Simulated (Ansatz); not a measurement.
# TeO4: the cost of one run

Program: Ansatz 0.2.0. Level of theory: DFT PBE, scalar-relativistic, plane waves, PAW, unless a step names another level. These are calculated values, not measurements.

## Step 1: The starting structure

It takes space group C2/m (No. 12, monoclinic). Conventional cell: a = 5.533 Å, b = 5.463 Å, c = 4.881 Å, α = 90.00°, β = 101.97°, γ = 90.00°. Te (site symmetry 2/m) has 6 O at 1.94 to 2.10 Å in its first shell of neighbours. Around O (site symmetry m) lie 1 O at 1.38 Å and 1 Te at 2.10 Å. O (site symmetry -1) is surrounded by 2 Te at 1.94 Å.

Structure file:

```xyz
5
Lattice="2.7665 -2.7316 0.0030 2.7665 2.7316 0.0030 -1.0177 0.0000 4.7737" Properties=species:S:1:pos:R:3 pbc="T T T"
Te    0.0000    0.0000    0.0000
O     0.1165    0.0000    2.0947
O     4.3987    0.0000    2.6849
O     1.3832   -1.3658    0.0015
O     1.3832    1.3658    0.0015
```

It came out lowest among 27 distinct ends of the trial cells. At a tolerance of 0.05 Å it has space group C2/m (No. 12).

## Step 2: Tight relaxation for the response runs, on the response runs' mesh and smearing

File input.yaml:

```yaml
crystal:
  lattice:
    - [2.7664602284, -2.7316025745, 0.0029572212]
    - [2.7664602284, 2.7316025745, 0.0029572212]
    - [-1.0177343974, 0.0, 4.7737468377]
  atoms:
    - { symbol: Te, position: [0.0, 0.0, 0.0] }
    - { symbol: O, position: [0.1017381831, 0.1017381831, 0.4386762872] }
    - { symbol: O, position: [0.8982618169, 0.8982618169, 0.5613237128] }
    - { symbol: O, position: [0.5, 0.0, 0.0] }
    - { symbol: O, position: [0.0, 0.5, 0.0] }
basis:
  ecutwfc: 420
kpoints:
  mp_grid: { grid: [8, 8, 8] }
hamiltonian:
  xc: pbe
scf:
  occupations: { method: gaussian, width: 0.1 }
output:
  forces: true
  stress: true
  eigenvalues: true
relax:
  adjacent_minimum: "off"
  f_tol: 0.001
  max_steps: 60
  cell: { stress_tol: 0.01 }
```

Command:

```bash
> ansatz run input.yaml --threads 3 --pin off --max-ram 7680MiB --backend cpu --events-out ev --progress --plain --runs-dir out
```

Q: Estimate wall time and peak memory on 3 threads of AMD EPYC 7R43 (Zen 3), shared host.

About 57 s, with a peak of 0.56 GiB.
